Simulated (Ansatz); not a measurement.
**CoCl3 (ReO3 type): other levels of theory at one geometry**

Aim: keep the cell of CoCl3 (ReO3 type) fixed and change the level of theory, to see how the gap, the moments and the pressure move. The cell was built by placing the elements on the sites of a structure type; the runs don't test whether it is the stable form.

Computed with Ansatz 0.2.0 (DFT at several levels, plane waves, PAW, unless a step's input says otherwise).

1 further run of the same task is left out (it didn't finish). Runs told in other sessions of the task aren't counted.

### Step 1. The starting structure

Symmetry: Pm-3m, No. 221, cubic system. The conventional cell has a = 4.779 Å, b = 4.779 Å, c = 4.779 Å, α = 90.00°, β = 90.00°, γ = 90.00°. Around Co (site symmetry m-3m) lie 6 Cl at 2.39 Å. Around Cl (site symmetry 4/mmm) lie 2 Co at 2.39 Å.

Structure file:

```
CELL_PARAMETERS angstrom
4.77900 0.00000 0.00000
0.00000 4.77900 0.00000
0.00000 0.00000 4.77900
ATOMIC_POSITIONS crystal
Co 0.00000 0.00000 0.00000
Cl 0.50000 0.00000 0.00000
Cl 0.00000 0.00000 0.50000
Cl 0.00000 0.50000 0.00000
```

An earlier run at PBE+U (U_eff = 3.3 eV on Co 3d) left this cell at 27.287 Å³/atom and -0.03 GPa (6×6×6 mesh), a metal on this mesh, spin moments in the atoms' spheres Co 2.44; Cl -0.10 μB.

Levels to run: PBE+U with U = 2 eV on Co 3d; PBE+U with U = 7 eV on Co 3d. Hardware: 2 threads of Arm Neoverse V2, shared host.

### Step 2. PBE+U with U = 2 eV on Co 3d

File input.yaml:

```yaml
crystal:
  lattice:
    - [4.7790041477, 0.0, 0.0]
    - [0.0, 4.7790041477, 0.0]
    - [0.0, 0.0, 4.7790041477]
  atoms:
    - { symbol: Co, position: [0.0, 0.0, 0.0], spin: 2.68 }
    - { symbol: Cl, position: [0.5, 0.0, 0.0] }
    - { symbol: Cl, position: [0.0, 0.0, 0.5] }
    - { symbol: Cl, position: [0.0, 0.5, 0.0] }
basis:
  ecutwfc: 420
  ecutrho_ratio: 4
kpoints:
  mp_grid: { grid: [6, 6, 6] }
hamiltonian:
  xc: pbe
  hubbard: { sites: [{ species: Co, l: d, u_eff: 2.0 }] }
scf:
  occupations: { method: gaussian, width: 0.05 }
  lower_state_search: "off"
output:
  forces: true
  stress: true
  eigenvalues: true
  populations: true
  hubbard: { sites: [{ species: Co, l: d }] }
  dos: { projected: true, de: 0.02 }
magnetization:
  spin_polarized: true
checkpoint:
  read: start.run
  write: ck
  compress: false
  write_wavefunctions: false
  write_every: 100000
```

start.run holds the state of a PBE+U run on this cell.

Started as:

```
> ansatz run input.yaml --threads 2 --pin off --max-ram 2662MiB --backend cpu --events-out ev --progress --plain --runs-dir out
```

The runs that follow: PBE+U with U = 7 eV on Co 3d.

Q: Predict the outcome of this session. Wanted: for each run, pressure; largest spin moment.

**Answer**, as computed:

| level | mesh | gap on the mesh (eV) | pressure (GPa) | largest spin moment (μB) | time |
| --- | --- | --- | --- | --- | --- |
| PBE+U with U = 2 eV on Co 3d | 6×6×6 | metal | -1.0 | 2.30 | 13 s* |
| PBE+U with U = 3.3 eV on Co 3d | 6×6×6 | metal | 0.0 | 2.44 | 35 s* |
| PBE+U with U = 7 eV on Co 3d | 6×6×6 | metal | 2.4 | 2.66 | 8.9 s* |

Times are on 2 threads of Arm Neoverse V2, shared host; some runs start from a saved state, which makes them quicker. * Includes bands or densities of states.

The pressure runs from -1.0 GPa (PBE+U with U = 2 eV on Co 3d) to 2.4 GPa (PBE+U with U = 7 eV on Co 3d); a negative pressure means that level wants a smaller cell, a positive one a larger cell. Every level gives a metal. Runs that start from the base's state can stay on it, so another U may have a lower state that wasn't reached. Total energies of different levels have different zeros and can't be compared.
